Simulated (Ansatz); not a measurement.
**BrH3NSi radical: a ladder of functionals and wavefunction methods**

The task here is to estimate one member of a computed series from the others.

The runs use Ansatz 0.2.0, Gaussian basis; functionals in def2-TZVPP, the program's frozen cores in correlated methods.

The runs, in order: LDA (SPW92), PBE-D4, revPBE-D4, BLYP-D4, r2SCAN-D4, B97M-V, PBE0-D4, B3LYP-D4, r2SCANh-D4, r2SCAN0-D4, HSE06-D4, BHLYP-D4, CAM-B3LYP-D4, LC-ωPBE, ωB97X-V, ωB97M-V, B2PLYP, PBE-QIDH; CCSD(T)/def2-SVP; CCSD(T)/def2-TZVPP; CCSD(T)/def2-QZVPP; extrapolation to the limit; RPA on PBE.

### Structure used throughout

The geometry comes from an earlier relaxation with PBE0-D4 in a triple-zeta def2 set; it is a stationary point.

SMILES `N[SiH]Br`, 6 atoms, charge 0, spin multiplicity 2.

Atoms are counted from 1 here; the program's logs count them from 0.

Bond lengths: N1–Si2 1.704 Å, N1–H4 1.007 Å, N1–H5 1.006 Å, Si2–Br3 2.242 Å, Si2–H6 1.492 Å. Angles: Si2–N1–H4 121.6°, Si2–N1–H5 123.3°, H4–N1–H5 113.0°, N1–Si2–Br3 110.7°, N1–Si2–H6 105.7°, Br3–Si2–H6 108.9°.

Set-up of the first run:

File in.yaml:

```yaml
crystal:
  periodic: [false, false, false]
  atoms:
    - {symbol: N, position_ang: [-0.583959, 0.286031, -0.638991]}
    - {symbol: Si, position_ang: [0.074956, -0.383988, 0.783044]}
    - {symbol: Br, position_ang: [1.810322, -1.718778, 0.298619]}
    - {symbol: H, position_ang: [-0.872465, 1.249429, -0.683473]}
    - {symbol: H, position_ang: [-0.953205, -0.270261, -1.391453]}
    - {symbol: H, position_ang: [0.566451, 0.773566, 1.586054]}
basis:
  gaussian: {orbitals: def2-TZVPP}
magnetization: {spin_polarized: true, initial_magnetization: 1}
hamiltonian: {xc: lda}
output: {orbitals: {seedname: orbitals}}
```

Launch:

```bash
> ansatz run in.yaml --threads 2 --pin off --events-out ev --progress --plain --max-ram 31744MiB --backend cpu
```

Among the steps run: LDA; PBE-D4 (GGA); revPBE-D4 (GGA); BLYP-D4 (GGA); r2SCAN-D4 (meta-GGA); B97M-V (meta-GGA); B3LYP-D4 (hybrid); r2SCANh-D4 (hybrid); r2SCAN0-D4 (hybrid); HSE06-D4 (hybrid); BHLYP-D4 (hybrid); CAM-B3LYP-D4 (range-separated); LC-ωPBE (range-separated); ωB97X-V (range-separated); ωB97M-V (range-separated); B2PLYP (double hybrid); PBE-QIDH (double hybrid).

One table of the session follows, with a row left open; its other results are not shown here.

It belongs to the step «Frontier levels by functional». 

```
  functional  HOMO (eV)  LUMO (eV)  gap (eV)
 LDA (SPW92)      -4.60      -3.54      1.06
      PBE-D4      -4.62      -3.14      1.48
   revPBE-D4      -4.60      -3.01      1.59
     BLYP-D4      -4.43      -3.17      1.26
   r2SCAN-D4      -4.98      -2.67      2.31
      B97M-V          ?          ?         ?
     PBE0-D4      -5.79      -2.26      3.53
    B3LYP-D4      -5.52      -2.65      2.87
  r2SCANh-D4      -5.40      -2.37      3.03
  r2SCAN0-D4      -6.05      -1.94      4.11
    HSE06-D4      -5.39      -2.64      2.76
    BHLYP-D4      -6.80      -1.48      5.32
CAM-B3LYP-D4      -7.01      -1.38      5.63
     LC-ωPBE      -8.41       0.02      8.43
     ωB97X-V      -7.92      -0.51      7.42
     ωB97M-V      -7.57      -0.66      6.90
```

Estimate the missing values for B97M-V.

**Answer.** HOMO (eV): -4.72; LUMO (eV): -3.18; gap (eV): 1.54. In the column «HOMO (eV)» it lies between r2SCAN-D4 (-4.98) and PBE-D4 (-4.62).
